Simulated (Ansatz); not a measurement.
# Pb: the cost of one run

Program: Ansatz 0.2.0. Level of theory: DFT LDA, scalar-relativistic. These are calculated values, not measurements.

## 1. The structure to begin with

It takes space group Fd-3m (No. 227, cubic). Conventional cell: a = 6.878 Å, b = 6.878 Å, c = 6.878 Å, α = 90.00°, β = 90.00°, γ = 90.00°. Pb (site symmetry -43m) is surrounded by 4 Pb at 2.98 Å.

Coordinates:

```cif
data_structure
_symmetry_space_group_name_H-M 'Fd-3m:1'
_symmetry_Int_Tables_number 227
_cell_length_a 6.8780
_cell_length_b 6.8780
_cell_length_c 6.8780
_cell_angle_alpha 90.000
_cell_angle_beta 90.000
_cell_angle_gamma 90.000
_cell_volume 325.38
loop_
_atom_site_label
_atom_site_type_symbol
_atom_site_symmetry_multiplicity
_atom_site_Wyckoff_symbol
_atom_site_fract_x
_atom_site_fract_y
_atom_site_fract_z
_atom_site_occupancy
Pb1 Pb 8 b 0.00000 0.00000 0.50000 1
```

The file gives the conventional cell by its symmetry; the runs use the cell typed in the input.

Atoms are numbered in the order of the input: Pb1, Pb2.

## 2. After the deformation

Space group Fd-3m before, I4_1/amd after.

## 3. Full-potential LAPW

Contents of input.yaml:

```yaml
crystal:
  lattice:
    - [0.0, 3.4733900561, 3.4390000555]
    - [3.4733900561, 0.0, 3.4390000555]
    - [3.4733900561, 3.4733900561, 0.0]
  atoms:
    - { symbol: Pb, position: [0.0, 0.0, 0.0] }
    - { symbol: Pb, position: [0.25, 0.25, 0.25] }
kpoints:
  mp_grid: { grid: [8, 8, 8] }
  band_path:
    path:
      - [0.0, 0.0, 0.0]
      - [0.0, 0.5, 0.5]
      - [0.25, 0.75, 0.5]
      - [0.0, 0.5, 0.0]
      - [0.0, 0.0, 0.0]
      - [0.5, 0.5, 0.0]
      - [0.3775125, 0.6224875, 0.0]
      - [-0.3775125, 0.3775125, 0.0]
      - [0.0, 0.0, 0.0]
    npoints: 5
scf:
  occupations: { method: fermi_dirac, width: 0.05 }
hamiltonian:
  xc: lda
  pseudopotentials: { kind: all_electron, lapw: { basis_error: 0.00025 } }
output:
  forces: true
  stress: true
  eigenvalues: true
```

Launch:

```console
$ ansatz run input.yaml --threads 1 --pin off --max-ram 3072MiB --backend cpu --events-out ev --progress --plain --runs-dir out
```

Q: Estimate wall time and peak memory on 1 thread of Intel Xeon Platinum 8488C (Sapphire Rapids), shared host.

About 29 s, with a peak of 0.54 GiB.
